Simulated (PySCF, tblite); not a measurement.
# C3H10AlClO: geometry, infrared bands and NMR shifts

Aim: predict the infrared bands and NMR shifts of C3H10AlClO (`CC[O+](C)[AlH2-][Cl]`).

Programs: tblite 0.8.0 and PySCF 2.14.0, with density-fitted response routines of our own. Each step states its level of theory. These are calculated values for one molecule in the gas phase, unless marked as measured. Atoms are numbered from 0 throughout.

## Step 1: The molecule as given

16 atoms, charge 0, multiplicity 1; geometry from: force field or distance geometry start.

Bonds of the start (Å): C0–C1 1.51, C1–O2 1.37, O2–C3 1.37, O2–Al4 1.81, Al4–Cl5 2.21, C0–H6 1.11, C0–H7 1.12, C0–H8 1.09, C1–H9 1.12, C1–H10 1.12, C3–H11 1.10, C3–H12 1.10, C3–H13 1.14, Al4–H14 1.61, Al4–H15 1.59.

## Step 2: Optimising the geometry with GFN2-xTB

The job: settings as JSON, then the geometry in Å.

```
{"job": {"kind": "relax", "xc": "GFN2-xTB", "basis": "xTB"}, "charge": 0, "multiplicity": 1}
C      1.511900    -0.400900    -0.304100
C      0.567100    -0.544400     0.871000
O     -0.694700    -0.213500     0.437900
C     -1.176100    -0.981200    -0.595500
Al    -0.892800     1.575800     0.267700
Cl     1.131100     2.456600     0.384400
H      1.724500    -1.395100    -0.759200
H      2.449000     0.067600     0.099500
H      1.095400     0.322700    -1.010600
H      0.837300     0.139800     1.717800
H      0.566400    -1.612800     1.194100
H     -0.488800    -0.896100    -1.449500
H     -2.190000    -0.710600    -0.929500
H     -1.152500    -2.074300    -0.275100
H     -1.760200     2.235900     1.450500
H     -1.535100     2.039400    -1.110700
```

The run is started by

```
$ OMP_NUM_THREADS=1 python probes_run.py task.json out
```

One launch serves the whole session: the jobs run in the order shown.

What it wrote:

```text
step      E/eV     max force
  0    -578.79148    3.386
  1    -579.16837    2.627
  2    -579.40170    1.435
  3    -579.52427    0.749
  4    -579.58644    0.768
  5    -579.62689    0.683
  6    -579.65654    0.500
  7    -579.68725    0.439
  8    -579.71000    0.474
  9    -579.72871    0.492
 10    -579.74926    0.474
 11    -579.77603    0.494
 12    -579.80837    0.469
 13    -579.83925    0.643
 14    -579.86203    0.552
 15    -579.87577    0.290
 16    -579.88306    0.234
 17    -579.88891    0.320
 18    -579.89657    0.348
 19    -579.90715    0.334
 20    -579.92018    0.415
 21    -579.93314    0.313
 22    -579.94496    0.240
 23    -579.95579    0.265
 24    -579.96474    0.287
 25    -579.97181    0.245
 26    -579.97825    0.193
 27    -579.98514    0.231
 28    -579.99185    0.219
 29    -579.99696    0.173
 30    -580.00078    0.168
 31    -580.00444    0.156
 32    -580.00821    0.151
 33    -580.01146    0.180
 34    -580.01402    0.152
 35    -580.01609    0.106
 36    -580.01808    0.089
 37    -580.02052    0.106
 38    -580.02359    0.158
 39    -580.02723    0.196
 40    -580.03128    0.190
 41    -580.03577    0.151
 42    -580.04080    0.160
 43    -580.04612    0.164
 44    -580.05107    0.196
 45    -580.05492    0.191
 46    -580.05616    0.227
 47    -580.05984    0.120
 48    -580.06142    0.085
 49    -580.06279    0.063
 50    -580.06338    0.057
 51    -580.06423    0.064
 52    -580.06509    0.076
 53    -580.06609    0.082
 54    -580.06697    0.079
 55    -580.06776    0.069
 56    -580.06847    0.054
 57    -580.06903    0.036
 58    -580.06934    0.036
 59    -580.06952    0.036
 60    -580.06969    0.033
 61    -580.06998    0.035
 62    -580.07025    0.032
 63    -580.07046    0.033
 64    -580.07064    0.036
 65    -580.07089    0.045
 66    -580.07124    0.043
 67    -580.07168    0.054
 68    -580.07211    0.057
 69    -580.07254    0.045
 70    -580.07305    0.055
 71    -580.07374    0.063
 72    -580.07460    0.088
 73    -580.07566    0.104
 74    -580.07713    0.112
 75    -580.07940    0.136
 76    -580.08278    0.178
 77    -580.08720    0.174
 78    -580.09215    0.185
 79    -580.09659    0.186
 80    -580.08656    0.406
 81    -580.10195    0.136
 82    -580.10356    0.088
 83    -580.10518    0.063
 84    -580.10549    0.048
 85    -580.10595    0.039
 86    -580.10668    0.056
 87    -580.10705    0.044
 88    -580.10726    0.034
 89    -580.10744    0.030
 90    -580.10758    0.024
 91    -580.10766    0.020
 92    -580.10771    0.018
 93    -580.10775    0.017
 94    -580.10779    0.015
 95    -580.10782    0.013
 96    -580.10786    0.016
 97    -580.10790    0.016
 98    -580.10794    0.016
 99    -580.10798    0.011
100    -580.10801    0.010
```

Run time: 1.2 s. Hardware: 1 thread of Intel Xeon Platinum 8259CL at 2.50GHz, shared host; peak memory 0.18 GiB.

Relaxation path: (not every step is listed)

```tsv
step	energy from step 0 (eV)	largest force (eV/Å)
0	0.0000	3.3863
1	-0.3769	2.6274
2	-0.6102	1.4346
3	-0.7328	0.7492
4	-0.7950	0.7679
5	-0.8354	0.6831
6	-0.8651	0.4995
7	-0.8958	0.4395
8	-0.9185	0.4737
16	-1.0916	0.2338
24	-1.1733	0.2869
32	-1.2167	0.1507
40	-1.2398	0.1901
48	-1.2699	0.0846
56	-1.2770	0.0536
64	-1.2792	0.0360
72	-1.2831	0.0877
80	-1.2951	0.4060
88	-1.3158	0.0337
95	-1.3163	0.0128
96	-1.3164	0.0159
97	-1.3164	0.0157
98	-1.3165	0.0157
99	-1.3165	0.0114
100	-1.3165	0.0096
```

Distances of close pairs at the start and the end, largest changes first:

```tsv
bond	before (Å)	after (Å)	change (Å)
Al4–Cl5	2.210	2.044	-0.166
O2–Al4	1.808	1.904	+0.096
C1–O2	1.374	1.422	+0.048
Al4–H14	1.608	1.561	-0.048
C3–H13	1.139	1.093	-0.046
O2–C3	1.374	1.413	+0.039
C0–H7	1.123	1.086	-0.036
Al4–H15	1.590	1.561	-0.029
```

The next job starts from the end point, and lists it.

## Step 3: Harmonic vibrations with GFN2-xTB

The job: settings as JSON, then the geometry in Å.

```
{"job": {"kind": "ir", "xc": "GFN2-xTB", "basis": "xTB"}, "charge": 0, "multiplicity": 1}
C      1.815695    -0.655753    -0.428805
C      0.831306    -0.421279     0.707679
O     -0.425763     0.067559     0.255950
C     -1.246503    -0.881175    -0.394725
Al    -1.144236     1.830605     0.205547
Cl     0.215353     3.006826     1.178293
H      1.499515    -1.474014    -1.071176
H      2.790325    -0.901668    -0.016804
H      1.904096     0.250084    -1.024470
H      1.212429     0.359004     1.371414
H      0.672115    -1.340025     1.285750
H     -0.796561    -1.228907    -1.325754
H     -2.179103    -0.363190    -0.617635
H     -1.445014    -1.730576     0.263991
H     -2.481535     1.513076     0.945030
H     -1.229718     1.978376    -1.345694
```

What it wrote:

```text
mode    cm-1     km/mol
  1      52.0      1.21
  2      66.2      1.13
  3     108.5      2.30
  4     142.8      0.37
  5     173.9      0.52
  6     203.3      0.14
  7     257.8      0.49
  8     283.0      7.20
  9     382.4      3.72
 10     434.9     64.77
 11     497.0     19.96
 12     523.2      5.56
 13     528.3      4.14
 14     696.2    573.88
 15     799.6    471.39
 16     825.4     29.54
 17     883.5     13.55
 18    1011.5     31.68
 19    1078.7     19.18
 20    1093.9      7.07
 21    1128.6     20.24
 22    1130.5     35.66
 23    1193.6      8.37
 24    1268.6      1.65
 25    1332.5      3.92
 26    1392.1     11.71
 27    1401.4     12.51
 28    1445.4      7.57
 29    1450.6      9.98
 30    1465.4      4.01
 31    1482.4      8.16
 32    1487.9      4.52
 33    1700.1    425.91
 34    1729.7    109.63
 35    2920.2     34.00
 36    2966.2     21.36
 37    2975.1      4.74
 38    2988.7     17.31
 39    3009.5      3.32
 40    3043.6     17.10
 41    3044.2     22.93
 42    3058.6     12.00
```

It took 0.82 s on 1 thread of Intel Xeon Platinum 8259CL at 2.50GHz, shared host; peak memory 0.18 GiB.

Which atoms move in the most intense modes:

```tsv
cm⁻¹	km/mol	atoms
435	64.8	H15 36 %, H14 35 %, Al4 14 %
696	573.9	H14 45 %, H15 43 %
800	471.4	H14 46 %, H15 45 %
1012	31.7	C3 21 %, H7 20 %, O2 15 %, C0 15 %
1130	35.7	O2 26 %, H11 17 %, C1 14 %, C3 12 %
1700	425.9	H14 51 %, H15 44 %
1730	109.6	H15 52 %, H14 46 %
2920	34.0	H10 93 %
```

## Step 4: Shielding tensors: PBE0/pcSseg-1

Same as in step 3 but for these lines:

```diff
@@ -1,2 +1,2 @@
-{"job": {"kind": "ir", "xc": "GFN2-xTB", "basis": "xTB"}, "charge": 0, "multiplicity": 1}
+{"job": {"kind": "nmr", "xc": "PBE0", "basis": "pcSseg-1"}, "charge": 0, "multiplicity": 1}
 C      1.815695    -0.655753    -0.428805
```

With the program's defaults for keys left out, this is: GIAO PBE0/pcSseg-1 NMR shielding, non-relativistic, gas phase.

What it wrote:

```text
coarse grid: 13792 points
cycle   1  E = -897.6126012994  dE =  4.353e-01  |g| = 4.663e-01  |ddm| = 3.284e+00
cycle   2  E = -897.6078022241  dE =  4.799e-03  |g| = 5.323e-01  |ddm| = 7.785e-01
cycle   3  E = -897.6591925594  dE = -5.139e-02  |g| = 8.494e-02  |ddm| = 3.920e-01
cycle   4  E = -897.6603385416  dE = -1.146e-03  |g| = 3.043e-02  |ddm| = 7.588e-02
cycle   5  E = -897.6605189286  dE = -1.804e-04  |g| = 4.321e-03  |ddm| = 2.604e-02
cycle   6  E = -897.6605228647  dE = -3.936e-06  |g| = 1.322e-03  |ddm| = 4.364e-03
final grid: 122192 points
cycle   7  E = -897.7042159351  dE = -3.181e-05  |g| = 1.168e-02  |ddm| = 2.228e-02
cycle   8  E = -897.7041962639  dE =  1.967e-05  |g| = 1.578e-02  |ddm| = 1.469e-02
cycle   9  E = -897.7042413921  dE = -4.513e-05  |g| = 1.484e-03  |ddm| = 8.712e-03
cycle  10  E = -897.7042418339  dE = -4.419e-07  |g| = 2.161e-04  |ddm| = 1.261e-03
cycle  11  E = -897.7042418436  dE = -9.646e-09  |g| = 3.773e-05  |ddm| = 1.829e-04
cycle  12  E = -897.7042418438  dE = -2.688e-10  |g| = 1.109e-05  |ddm| = 4.588e-05
converged SCF energy = -897.7042418438

GIAO shielding tensors (ppm)
atom      isotropic    diamagn.    paramagn.     s11        s22        s33       span
  0 C      173.158     249.728     -76.570    155.422    177.439    186.614     31.192
  1 C      117.312     245.590    -128.278     79.322    102.420    170.195     90.874
  2 O      320.626     402.689     -82.063    281.553    322.334    357.991     76.438
  3 C      131.356     247.116    -115.760     96.211    115.572    182.286     86.076
  4 Al     421.149     796.093    -374.943    390.310    432.360    440.778     50.468
  5 Cl     993.502    1150.368    -156.866    894.142   1026.781   1059.582    165.440
  6 H       30.066      30.724      -0.659     25.353     29.376     35.468     10.116
  7 H       30.673      28.617       2.056     26.585     27.307     38.128     11.543
  8 H       30.245      30.736      -0.491     25.662     29.604     35.468      9.806
  9 H       26.736      30.890      -4.155     21.284     28.750     30.172      8.888
 10 H       28.141      30.946      -2.806     23.293     27.733     33.395     10.102
 11 H       28.045      31.128      -3.083     23.544     26.521     34.070     10.526
 12 H       27.374      30.081      -2.707     22.540     26.256     33.326     10.787
 13 H       28.673      30.108      -1.435     24.800     25.637     35.582     10.782
 14 H       27.679      30.150      -2.471     23.739     26.300     32.997      9.259
 15 H       27.676      30.604      -2.928     24.036     26.277     32.714      8.678
```

Run time: 40 s. Hardware: 1 thread of Intel Xeon Platinum 8259CL at 2.50GHz, shared host; peak memory 0.75 GiB.

Shifts follow as δ = σ(reference) − σ, with reference shieldings (ppm) from runs at the same level and on the same kind of geometry: 1H TMS 31.72, 13C TMS 186.9, 17O H2O 336.1, 27Al AlH4- 490.0, 35Cl HCl 950. The references are single molecules in the gas phase, so shifts against H2O, NH3, PH3, H3PO4 or CFCl3 are not on the usual liquid scales and can be off by tens of ppm. Shifts against hydride references such as AlH4− lie on their own scale. Atoms listed in one row are averaged.

```tsv
atoms	environment	σ (ppm)	δ (ppm)
C1	sp3 CH2 bonded to O	117.3	69.6
C3	methyl carbon bonded to O	131.4	55.6
C0	methyl carbon	173.2	13.8
H9, H10	hydrogen on an sp3 CH2 bonded to O	27.44	4.28
H14, H15	hydrogen on an aluminium bonded to Cl, O	27.68	4.04
H11, H12, H13	hydrogen on a methyl carbon bonded to O	28.03	3.69
H6, H7, H8	hydrogen on a methyl carbon	30.33	1.39
O2	donor oxygen of a Lewis adduct	320.6	15.5
Al4	aluminium bonded to Cl, O, 2 H	421.1	68.8
Cl5	chlorine bonded to Al	994	-44
```

The run also stored atomic charges by several schemes (e):

```tsv
atoms	Mulliken	IAO	Hirshfeld	ESP fit
C0	-0.31	-0.43	-0.11	-0.30
C1	0.02	-0.05	0.03	0.21
O2	-0.64	-0.33	-0.04	-0.23
C3	-0.02	-0.20	-0.01	-0.25
Al4	0.81	0.67	0.32	0.67
Cl5	-0.42	-0.40	-0.23	-0.35
```

Mayer bond orders: C0–C1 1.07, C1–O2 0.80, O2–C3 0.83, O2–Al4 0.30, Al4–Cl5 0.91.

Orbitals, density, ELF and potential are computed afterwards from the orbital file.

Frontier orbitals at PBE0/pcSseg-1, with the share of their density that lies nearest to each atom:

```tsv
orbital	energy (eV)	lies on
HOMO	-7.27	H14, H15 about 37 % each; Cl5 15 %; Al4 6 %
LUMO	0.72	H10, H11, H13 about 11 % each; H6, H14, H15 about 8 % each; Al4 8 %
```

ELF in a plane through or near 6 of the atoms.

Values, 10 rows by 14 columns:
```
0.00 0.00 0.00 0.00 0.00 0.00 0.00 0.00 0.00 0.00 0.00 0.00 0.00 0.00
0.00 0.00 0.00 0.00 0.00 0.00 0.00 0.15 0.45 0.53 0.34 0.01 0.00 0.00
0.00 0.00 0.00 0.00 0.00 0.00 0.08 0.69 0.56 0.25 0.82 0.22 0.00 0.00
0.00 0.00 0.02 0.58 0.09 0.02 0.04 0.13 0.82 0.82 0.53 0.05 0.00 0.00
0.00 0.00 0.86 1.00 0.84 0.71 0.33 0.32 0.26 0.81 0.12 0.91 0.29 0.00
0.00 0.00 0.05 0.34 0.57 0.70 0.34 0.63 0.70 0.11 0.92 0.97 0.44 0.00
0.00 0.00 0.00 0.14 0.56 0.03 0.31 0.24 0.68 0.96 0.07 0.07 0.00 0.00
0.00 0.00 0.00 0.00 0.00 0.01 0.12 0.30 0.27 0.82 0.12 0.00 0.00 0.00
0.00 0.00 0.00 0.00 0.00 0.00 0.00 0.00 0.00 0.00 0.00 0.00 0.00 0.00
0.00 0.00 0.00 0.00 0.00 0.00 0.00 0.00 0.00 0.00 0.00 0.00 0.00 0.00
```
The map spans 11.1 Å across and 10.9 Å up, centred on the molecule. Atoms in the plane (x, y in Å): O2 (0.4, -0.1), C3 (0.5, -1.5), Al4 (2.0, 0.9), Cl5 (1.5, 2.8), H7 (-2.8, 0.8), H12 (1.6, -1.6).

On the surface of density 0.002 e/bohr³ the electrostatic potential runs, from the 1st to the 99th percentile, from -1.15 V near Cl5 to 1.53 V near H13.

## Step 5: Summary of results

| quantity | value |
| --- | --- |
| strongest single infrared mode (GFN2-xTB) | 696 cm⁻¹, 574 km/mol |
| zero-point energy (GFN2-xTB) | 76.7 kcal/mol |
| 13C shifts against TMS (PBE0/pcSseg-1) | 69.6, 55.6, 13.8 ppm |
| 1H shifts against TMS (PBE0/pcSseg-1, means over atoms taken as alike) | 4.28, 4.04, 3.69, 1.39 ppm |
| 17O shifts against H2O (PBE0/pcSseg-1) | 15.5 ppm |
| 27Al shifts against AlH4- (PBE0/pcSseg-1) | 68.8 ppm |
| 35Cl shifts against HCl (PBE0/pcSseg-1) | -44 ppm |
| surface potential, 1st and 99th percentile | -1.15 V and 1.53 V |

**Reading.** Over 100 steps the energy fell by 1.317 eV; of the close pairs, Al4–Cl5 changed most, 2.210 to 2.044 Å. No mode is imaginary among the 42: a minimum at this level. The strongest single mode, at 696 cm⁻¹, moves mainly H14 and H15. Unscaled tight-binding wavenumbers are off by several per cent, some by more. Its intensities can rank the bands wrongly. C1 (sp3 CH2 bonded to O) lies farthest downfield among carbon, at 69.6 ppm; pulled downfield by the heteroatom. The most deshielded hydrogen is H9, H10 (mean) (hydrogen on an sp3 CH2 bonded to O), at 4.28 ppm: its carbon carries O, an electronegative neighbour. At PBE0/pcSseg-1: Shielding is most anisotropic at Cl5 (span 165 ppm, paramagnetic term -157 ppm).
